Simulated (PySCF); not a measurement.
# A diatomic session: PbH

One job finds the state of PbH, follows it along the bond with each method and fits the curves.

Program: PySCF 2.14.0. Level of theory: H def2-SVP, Pb def2-SVP with ECP60, scalar-relativistic core potentials. These are calculated values, not measurements.

## 1. The job

Settings of the job:

* atoms: H, Pb
* charge: 0
* basis: H def2-SVP, Pb def2-SVP with ECP60
* Hamiltonian: scalar-relativistic core potentials
* basis functions: 31
* electrons treated: 23
* masses in u: 1.0078, 207.9766
* levels: PBE0, PBE, r²SCAN, TPSS, MN15, M06-L, HSE06, HF, MP2, SCS-MP2, CCSD, CCSD(T)
* grid: 80 radial by 434 angular points
* occupations: held fixed by the projection of orbital angular momentum
* dissociation limit: H + Pb, each in its ground configuration
* starting distance in angstrom: 1.715
* values of 2S to try: 1, 3

Started as:

```sh
$ OMP_NUM_THREADS=1 python dia.py task.json out
```

The runs that follow: First curve: PBE0; Higher solutions at PBE0; PBE; r²SCAN; TPSS; MN15; M06-L (meta-GGA); HSE06 (range-separated hybrid); UHF (mean field); Correlated methods on the Hartree–Fock reference.

Before running it: what results should come out? Wanted: for each run, Re; ωe; De; μ.

The runs gave:

Lowest PBE0 solution found, without spin–orbit coupling: ²Π (doublet), unpaired electrons π ↑. State 2 has its PBE0 minimum 2.16 eV higher. The other levels ran on the lowest alone.

| level | Re (Å) | ωe (cm⁻¹) | De (eV) | μ (D) |
| --- | --- | --- | --- | --- |
| UHF | 1.847 | 1658 | 1.43 | 0.97 |
| UHF-MP2 | 1.838 | 1651 | 2.05 | n/a |
| UHF-SCS-MP2 | 1.844 | 1637 | 2.14 | n/a |
| UHF-CCSD | 1.854 | 1584 | 2.21 | n/a |
| UHF-CCSD(T) | 1.856 | 1573 | 2.23 | n/a |
| PBE | 1.882 | 1539 | 2.47 | 1.03 |
| TPSS | 1.874 | 1571 | 2.62 | 1.13 |
| r²SCAN | 1.863 | 1593 | 2.44 | 1.00 |
| M06-L | 1.885 | 1549 | 2.64 | 1.27 |
| PBE0 | 1.859 | 1604 | 2.39 | 0.99 |
| HSE06 | 1.863 | 1598 | 2.41 | 0.99 |
| MN15 | 1.851 | 1614 | 2.50 | 1.00 |

De is counted to H + Pb in their ground configurations. A positive dipole means H(−)Pb(+).

Differences from CCSD(T) in the same basis:

| level | Re (mÅ) | ωe (%) |
| --- | --- | --- |
| UHF | -8 | +5.4 |
| UHF-MP2 | -18 | +5.0 |
| UHF-SCS-MP2 | -11 | +4.0 |
| UHF-CCSD | -2 | +0.7 |
| PBE | +26 | -2.2 |
| TPSS | +18 | -0.1 |
| r²SCAN | +7 | +1.2 |
| M06-L | +30 | -1.5 |
| PBE0 | +4 | +2.0 |
| HSE06 | +7 | +1.6 |
| MN15 | -4 | +2.6 |

**Reading.** Against CCSD(T) in the same basis, the bond length is nearest at UHF-CCSD (-2 mÅ) and farthest at M06-L (+30 mÅ); the wavenumber is nearest at TPSS (-0.1 %) and farthest at UHF (+5.4 %). Hartree–Fock falls on the short and stiff side, its usual fault. PBE has the long and soft bond that GGAs tend to give. CCSD(T) in a basis this small is itself some way from its limit, more so than the functionals. Among the levels with a De in the table, it runs from 1.43 eV (UHF) to 2.64 eV (M06-L).

Correlated steps freeze 4 core orbitals. Spin–orbit coupling is left out, which matters for elements this heavy, above all for dissociation energies. With spin–orbit coupling the term label itself may not hold.
